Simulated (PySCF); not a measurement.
# CuF (fluorocopper): levels of theory compared

We compute a comparison of 5 runs (HF/def2-SVP, PBE/6-31G*, B3LYP/6-31G*, PBE0/aug-cc-pVDZ, CCSD(T)/aug-cc-pVDZ) of CuF (fluorocopper). 

The results are computed with PySCF 2.14.0.

## (1) The structure to begin with

CuF has 2 atoms, charge 0, and is taken as a singlet. As SMILES, `[F][Cu]`. The coordinates come from a PBE0-D4/def2-TZVP relaxation.

Bond lengths: F1–Cu2 1.765 Å.

## (2) Energy and forces at HF/def2-SVP (run 1)

The input, job.py:

```python
from pyscf import gto, scf

molecule = gto.M(
    atom='''
F      1.419203    -0.508223     0.712578
Cu    -1.419203     0.508223    -0.712578
''',
    unit='bohr',
    max_memory=1860,
    spin=0,
    basis='def2-svp',
    verbose=4,
)

mf = scf.RHF(molecule)
mf.conv_tol = 1e-10
mf.kernel()
if not mf.converged:
    mf = mf.newton().run(mf.mo_coeff, mf.mo_occ)

etot = mf.e_tot
print('E = %.10f Eh' % etot)
grad = mf.nuc_grad_method().kernel()
mf.analyze()
```

Started as:

```
$ OMP_NUM_THREADS=1 python job.py
```

Log:

```text
PySCF version 2.14.0

[INPUT] num. atoms = 2
[INPUT] num. electrons = 38
[INPUT] charge = 0
[INPUT] spin (= nelec alpha-beta = 2S) = 0
[INPUT] symmetry False subgroup None
[INPUT] Mole.unit = bohr
[INPUT] Symbol           X                Y                Z      unit          X                Y                Z       unit  Magmom
[INPUT]  1 F      0.751009885269  -0.268940029665   0.377080038603 AA    1.419203000000  -0.508223000000   0.712578000000 Bohr   0.0
[INPUT]  2 Cu    -0.751009885269   0.268940029665  -0.377080038603 AA   -1.419203000000   0.508223000000  -0.712578000000 Bohr   0.0

nuclear repulsion = 78.2659513687379
number of shells = 17
number of NR pGTOs = 97
number of NR cGTOs = 45
basis = def2-svp
ecp = {}

[... 55 lines left out ...]
Nuclear Repulsion Energy =              78.265951368737888
[... 8 lines left out ...]
MO #3   energy= -35.6352795161414  occ= 2
[... 6 lines left out ...]
MO #10  energy= -3.33824942244382  occ= 2
[... 6 lines left out ...]
MO #17  energy= -0.439385217386704 occ= 2
[... 6 lines left out ...]
MO #24  energy= 0.43776852522909   occ= 0
[... 6 lines left out ...]
MO #31  energy= 1.71804315850508   occ= 0
[... 6 lines left out ...]
MO #38  energy= 3.78938152327627   occ= 0
[... 6 lines left out ...]
MO #45  energy= 6.38679449332638   occ= 0
[... 50 lines left out ...]
Dipole moment(X, Y, Z, Debye): -5.49124,  1.96644, -2.75714
```

Wall time 1.8 s (1 thread of Arm Neoverse V1, shared host); peak memory 0.16 GiB.

## (3) Energy and gradient at PBE/6-31G(d) (spherical functions) (run 2)

The input, start.xyz:

```xyz
2

F      0.751010    -0.268940     0.377080
Cu    -0.751010     0.268940    -0.377080
```

The input, calc.py:

```python
# [F][Cu]
import pyscf.grad
from pyscf import gto, dft

system = gto.M(
    atom='start.xyz',
    max_memory=1860,
    basis='6-31g*',
    verbose=3,
)

ks = dft.RKS(system)
ks.xc = 'pbe'
ks.conv_tol = 1e-10
ks.grids.level = 5
ks.kernel()
if not ks.converged:
    ks = ks.newton().run(ks.mo_coeff, ks.mo_occ)

etot = ks.e_tot
print(f'total energy: {etot:.8f} hartree')
grad = ks.Gradients().kernel()
ks.analyze()
```

Started as:

```
$ OMP_NUM_THREADS=1 python calc.py
```

Log:

```text
converged SCF energy = -1739.66656779005
total energy: -1739.66656779 hartree
--------------- RKS gradients ---------------
         x                y                z
0 F     0.0409434210    -0.0146659998     0.0205434494
1 Cu    -0.0409640515     0.0146696180    -0.0205675223
----------------------------------------------
**** MO energy ****
MO #1   energy= -321.473003678324  occ= 2
MO #2   energy= -38.2747409509093  occ= 2
MO #3   energy= -33.5788795440293  occ= 2
MO #4   energy= -33.5642584240691  occ= 2
MO #5   energy= -33.5642583593535  occ= 2
MO #6   energy= -24.1905372113908  occ= 2
MO #7   energy= -4.09023136005283  occ= 2
MO #8   energy= -2.64755002889785  occ= 2
MO #9   energy= -2.61462698734592  occ= 2
MO #10  energy= -2.61462688619047  occ= 2
MO #11  energy= -0.963629869199084 occ= 2
MO #12  energy= -0.330077414381641 occ= 2
MO #13  energy= -0.275461298011298 occ= 2
MO #14  energy= -0.275460924514665 occ= 2
MO #15  energy= -0.182505654014109 occ= 2
MO #16  energy= -0.16878211670884  occ= 2
MO #17  energy= -0.168782010221618 occ= 2
MO #18  energy= -0.158342343431283 occ= 2
MO #19  energy= -0.158342287381448 occ= 2
MO #20  energy= -0.135226715507553 occ= 0
MO #21  energy= -0.0081099637386166 occ= 0
MO #22  energy= -0.00810993894442784 occ= 0
MO #23  energy= 0.0430997866668421 occ= 0
MO #24  energy= 0.121830988364127  occ= 0
MO #25  energy= 0.206900535362022  occ= 0
MO #26  energy= 0.206900556689281  occ= 0
MO #27  energy= 0.31403720438477   occ= 0
MO #28  energy= 1.18751490347175   occ= 0
MO #29  energy= 1.18751522809011   occ= 0
MO #30  energy= 1.31646150374545   occ= 0
MO #31  energy= 1.58191395578928   occ= 0
MO #32  energy= 1.64975389913594   occ= 0
MO #33  energy= 1.64975397896951   occ= 0
MO #34  energy= 1.74801679183429   occ= 0
MO #35  energy= 1.81156973231106   occ= 0
MO #36  energy= 1.81156988907078   occ= 0
MO #37  energy= 1.93698268166744   occ= 0
MO #38  energy= 1.93698271731104   occ= 0
MO #39  energy= 2.04864549548406   occ= 0
MO #40  energy= 2.04864551341224   occ= 0
MO #41  energy= 2.25923359905165   occ= 0
MO #42  energy= 2.335672625522     occ= 0
MO #43  energy= 2.33567263104463   occ= 0
MO #44  energy= 2.34800912786315   occ= 0
MO #45  energy= 2.34800918789693   occ= 0
MO #46  energy= 2.63057198898916   occ= 0
MO #47  energy= 2.63057204531459   occ= 0
MO #48  energy= 3.13702019145677   occ= 0
 ** Mulliken atomic charges  **
charge of    0F =     -0.54148
charge of    1Cu =      0.54148
Dipole moment(X, Y, Z, Debye): -3.03966,  1.08852, -1.52620
```

It took 7.8 s on 1 thread of Arm Neoverse V1, shared host; peak memory 0.52 GiB.

Runs 3 to 4 aren't shown in full; the table further down has their settings and results.

## (4) The energy at CCSD(T)/aug-cc-pVDZ (run 5)

The input, input.xyz:

```xyz
2
CuF
F      0.751010    -0.268940     0.377080
Cu    -0.751010     0.268940    -0.377080
```

The input, run.py:

```python
from pyscf import gto, cc

molecule = gto.M(
    atom='input.xyz',
    max_memory=1860,
    charge=0,
    basis='aug-cc-pvdz',
    verbose=4,
)

calc0 = molecule.RHF()
calc0.conv_tol = 1e-10
calc0.kernel()
if not calc0.converged:
    calc0 = calc0.newton().run(calc0.mo_coeff, calc0.mo_occ)

mycc = cc.CCSD(calc0, frozen=6)
mycc.kernel()
e_t = mycc.ccsd_t()
e_tot = mycc.e_tot + e_t
print('E = %.10f Eh' % e_tot)
calc0.analyze()
```

Started as:

```
$ OMP_NUM_THREADS=1 python run.py
```

Log:

```text
PySCF version 2.14.0

[INPUT] num. atoms = 2
[INPUT] num. electrons = 38
[INPUT] charge = 0
[INPUT] spin (= nelec alpha-beta = 2S) = 0
[INPUT] symmetry False subgroup None
[INPUT] Mole.unit = angstrom
[INPUT] Symbol           X                Y                Z      unit          X                Y                Z       unit  Magmom
[INPUT]  1 F      0.751010000000  -0.268940000000   0.377080000000 AA    1.419203216810  -0.508222943941   0.712577927051 Bohr   0.0
[INPUT]  2 Cu    -0.751010000000   0.268940000000  -0.377080000000 AA   -1.419203216810   0.508222943941  -0.712577927051 Bohr   0.0

nuclear repulsion = 78.265944972092
number of shells = 19
number of NR pGTOs = 173
number of NR cGTOs = 82
basis = aug-cc-pvdz
ecp = {}

[... 79 lines left out ...]
CCSD converged
[... 16 lines left out ...]
MO #5   energy= -35.6458730734634  occ= 2
[... 10 lines left out ...]
MO #16  energy= -0.52320731320279  occ= 2
[... 10 lines left out ...]
MO #27  energy= 0.145177408975664  occ= 0
[... 10 lines left out ...]
MO #38  energy= 0.399352483009356  occ= 0
[... 10 lines left out ...]
MO #49  energy= 1.51581314653601   occ= 0
[... 10 lines left out ...]
MO #60  energy= 1.96994836393859   occ= 0
[... 10 lines left out ...]
MO #71  energy= 5.02501813143879   occ= 0
[... 10 lines left out ...]
MO #82  energy= 6.68744159930204   occ= 0
[... 87 lines left out ...]
Dipole moment(X, Y, Z, Debye): -5.38491,  1.92836, -2.70375
```

It took 44 s on 1 thread of Arm Neoverse V1, shared host; peak memory 0.4 GiB.

## (5) Overview of the runs

```tsv
run	level	integration grid	Cartesian functions	energy (Eh)	dipole moment (D) of the reference	HOMO energy (eV)	LUMO energy (eV)	wall time
1	HF/def2-SVP	–	no	-1738.051658	6.45	-11.23	0.28	1.8 s
2	PBE/6-31G* (spherical functions)	5	no	-1739.666568	3.57	-4.31	-3.68	7.8 s
3	B3LYP/6-31G* (Cartesian functions)	5	yes	-1740.063000	4.16	-6.11	-3.05	7.8 s
4	PBE0/aug-cc-pVDZ	5	no	-1740.076685	5.26	-7.45	-3.01	21 s
5	CCSD(T)/aug-cc-pVDZ	–	no	-1739.267692	6.33	-11.97	-0.44	44 s
```

## (6) Summary of results

| quantity | value |
| --- | --- |
| run 5: total energy | -1739.26769 Eh |
| run 5: dipole moment (Hartree–Fock density) | 6.33 D |
| run 5: HOMO energy (Hartree–Fock orbitals) | -11.97 eV |
| run 5: LUMO energy (Hartree–Fock orbitals) | -0.44 eV |
| run 5: HOMO–LUMO gap (Hartree–Fock orbitals) | 11.53 eV |
| run 5: correlation energy (6 core orbitals frozen) | -836.4 mEh |
| run 5: (T) correction | -22.98 mEh |
| run 5: T1 diagnostic | 0.041 |

What this shows: Over runs 1, 2, 3, 4 the dipole moment (its size) runs from 3.57 D (PBE/6-31G*) to 6.45 D (HF/def2-SVP). The two ends differ in method and basis. Over runs 1, 2, 3, 4 the HOMO–LUMO gap runs from 0.63 eV (PBE/6-31G*) to 11.51 eV (HF/def2-SVP). Totals of different functionals can't be ranked against each other. In run 5 the T1 diagnostic is large, so a single reference may not serve. All runs together took 83 s, the longest 44 s.
